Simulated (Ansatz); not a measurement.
# Cl2H6HfO2Si: the cost of one run

All numbers below are computed with Ansatz 0.2.0 (RKS B3LYP-D4/def2-SVP).

### Step 1. The starting structure

Bond lengths: Hf1–O2 2.420 Å, O2–H3 1.010 Å, Hf1–Cl4 2.520 Å, Hf1–Cl5 2.518 Å, Hf1–O6 2.069 Å, O6–H7 1.010 Å, Hf1–Si8 2.910 Å, Si8–H9 1.460 Å, Si8–H10 1.460 Å, Si8–H11 1.460 Å. Angles (14 of 18 angles, heavy atoms first): O2–Hf1–Cl4 109.5°, O2–Hf1–Cl5 109.5°, O2–Hf1–O6 109.5°, O2–Hf1–Si8 71.6°, Cl4–Hf1–Cl5 109.5°, Cl4–Hf1–O6 109.5°, Cl4–Hf1–Si8 67.1°, Cl5–Hf1–O6 109.5°, Cl5–Hf1–Si8 72.9°, O6–Hf1–Si8 176.5°, Hf1–O2–H3 109.5°, Hf1–O6–H7 109.5°, Hf1–Si8–H9 109.5°, Hf1–Si8–H10 109.5°.

Structure file:

```xyz
12

Hf    0.0000    0.0000    0.0000
O     0.0000    0.0000    2.4200
H    -0.9095   -0.2814    2.7571
Cl    2.3764    0.0000   -0.8392
Cl   -1.1869    2.0563   -0.8392
O    -0.9750   -1.6891   -0.6893
H    -1.4296   -2.1548    0.0831
Si    1.5261    2.3015    0.9176
H     2.6492    1.8480    1.7329
H     2.0303    3.0429   -0.2347
H     0.6658    3.1701    1.7157
H     0.7559    1.1400    2.1872
```

### Step 2. Pulling towards end A

Springs on the bonds that form and break draw the guess towards this end; the thresholds are loose.

Input file input.yaml:

```yaml
crystal:
  periodic: [false, false, false]
  atoms:
    - { symbol: Hf, position_ang: [0.0, 0.0, 0.0] }
    - { symbol: O, position_ang: [0.0, 0.0, 2.42] }
    - { symbol: H, position_ang: [-0.9095, -0.2814, 2.7571] }
    - { symbol: Cl, position_ang: [2.3764, 0.0, -0.8392] }
    - { symbol: Cl, position_ang: [-1.1869, 2.0563, -0.8392] }
    - { symbol: O, position_ang: [-0.975, -1.6891, -0.6893] }
    - { symbol: H, position_ang: [-1.4296, -2.1548, 0.0831] }
    - { symbol: Si, position_ang: [1.5261, 2.3015, 0.9176] }
    - { symbol: H, position_ang: [2.6492, 1.848, 1.7329] }
    - { symbol: H, position_ang: [2.0303, 3.0429, -0.2347] }
    - { symbol: H, position_ang: [0.6658, 3.1701, 1.7157] }
    - { symbol: H, position_ang: [0.7559, 1.14, 2.1872] }
basis:
  gaussian: { orbitals: def2-SVP }
hamiltonian:
  xc: b3lyp
  dispersion: d4
relax:
  f_tol: 0.15
  max_steps: 25
  restrain:
    - { distance: [0, 7], at: 3.81, k: 30.0 }
    - { distance: [11, 1], at: 2.21, k: 30.0 }
    - { distance: [0, 1], at: 2.07, k: 30.0 }
    - { distance: [11, 7], at: 1.46, k: 30.0 }
```

On the command line:

```console
$ ansatz run input.yaml --threads 4 --pin off --max-ram 5120MiB --backend cpu --events-out ev --progress --plain --runs-dir out
```

Q: Estimate wall time and peak memory on 4 threads of Arm Neoverse V1, shared host.

About 62 s, with a peak of 0.46 GiB.
